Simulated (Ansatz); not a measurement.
A nudged elastic band was laid between two geometries of a periodic cell of 15 atoms, MoW₁₄ (host W, host structure bcc, dopant Mo, one W atom removed).

Level of theory: Ansatz, DFT PBE, scalar-relativistic, plane waves, PAW. Settings: PAW set soft_1, cutoff 420 eV, k mesh 3x3x3, gaussian smearing 0.1 eV, no spin polarisation.

```yaml
movable_images: 5
climbing_image: yes
spring: 5.0 eV/Å²
optimiser: quadratic models (default)
start_path: IDPP
force_threshold: 0.05 eV/Å
iteration_limit: 63
end_points: relaxed
```

First end point:

```xyz
15
Lattice="6.3200 0.0000 0.0000 0.0000 6.3200 0.0000 0.0000 0.0000 6.3200" Properties=species:S:1:pos:R:3
W 0.002 -0.012 0.000
W 3.158 -0.012 0.003
W 0.002 3.144 0.003
W 0.004 -0.010 3.157
Mo 1.596 1.582 1.565
W 3.160 -0.012 3.159
W 4.727 1.579 1.567
W 0.002 3.146 3.159
W 1.594 4.713 1.566
W 1.594 1.580 4.753
W 3.158 3.143 3.158
W 4.723 4.708 1.564
W 4.722 1.584 4.759
W 1.598 4.708 4.759
W 4.728 4.713 4.753
```

Last end point:

```xyz
15
Lattice="6.3200 0.0000 0.0000 0.0000 6.3200 0.0000 0.0000 0.0000 6.3200" Properties=species:S:1:pos:R:3
W 0.017 0.017 0.016
W 3.146 0.014 0.014
W 0.014 3.146 0.014
W 0.015 0.015 3.145
Mo 3.145 3.145 0.015
W 3.144 0.017 3.143
W 4.739 1.582 1.578
W 0.017 3.144 3.143
W 1.582 4.739 1.578
W 1.582 1.582 4.741
W 3.146 3.146 3.146
W 4.739 4.739 1.580
W 4.739 1.580 4.741
W 1.580 4.739 4.741
W 4.738 4.738 4.742
```

(1) Which bonds break or form, and what moves?

(2) Give the energies along the band, and the barrier.

(3) What is the geometry of the highest image?

Answers

(1) The atom that moves furthest is Mo5, by 2.69 Å; four of its nearest neighbours are W3 2.72, W11 2.72, W2 2.72, W8 2.74 Å at the first end and W7 2.73, W10 2.73, W9 2.73, W13 2.74 Å at the last.

(2) The forces met the threshold. The highest image is number 2 of 0 to 6, 1.34 eV above the ends, which have the same energy within 2 meV. By the program's own check the climbing image is a first-order saddle point (lowest curvatures found: -4.14 and 7.84 eV/Å²). Limits of this set-up: coarse k mesh, a small cell, in which the defect meets its images, a typed lattice constant that wasn't relaxed here.

```tsv
image	path coordinate (Å)	energy (eV)	W1–Mo5 (Å)	W4–Mo5 (Å)	Mo5–W6 (Å)
0	0.00	0.00	2.74	2.76	2.74
1	0.50	0.63	2.94	3.22	2.94
2	1.00	1.34	3.21	3.72	3.22
3	1.42	1.29	3.45	4.19	3.45
4	1.83	1.24	3.76	4.58	3.76
5	2.25	0.45	4.09	4.99	4.09
6	2.66	0.00	4.42	5.42	4.42
```

(3) 
```xyz
15
Lattice="6.3200 0.0000 0.0000 0.0000 6.3200 0.0000 0.0000 0.0000 6.3200" Properties=species:S:1:pos:R:3:forces:R:3
W 0.009 0.000 -0.001 0.00 0.00 0.02
W 3.186 -0.075 -0.026 0.01 0.00 0.01
W -0.065 3.177 -0.026 0.01 0.01 0.01
W 0.026 0.016 3.134 0.01 0.01 0.00
Mo 2.172 2.163 0.988 0.01 0.00 -0.01
W 3.161 -0.001 3.151 -0.01 0.01 0.01
W 4.763 1.548 1.603 0.00 0.00 -0.01
W 0.009 3.151 3.151 0.01 0.00 0.01
W 1.558 4.753 1.604 0.00 0.00 -0.01
W 1.558 1.548 4.718 0.00 0.00 -0.02
W 3.186 3.176 3.224 0.01 0.01 0.02
W 4.703 4.693 1.571 -0.02 -0.02 0.00
W 4.702 1.581 4.779 -0.02 -0.01 0.00
W 1.590 4.692 4.779 -0.01 -0.02 0.00
W 4.735 4.725 4.746 0.01 0.01 -0.03
```

The run took 18 min on 4 threads of Arm Neoverse V1 (shared host), peak memory 2.9 GiB.
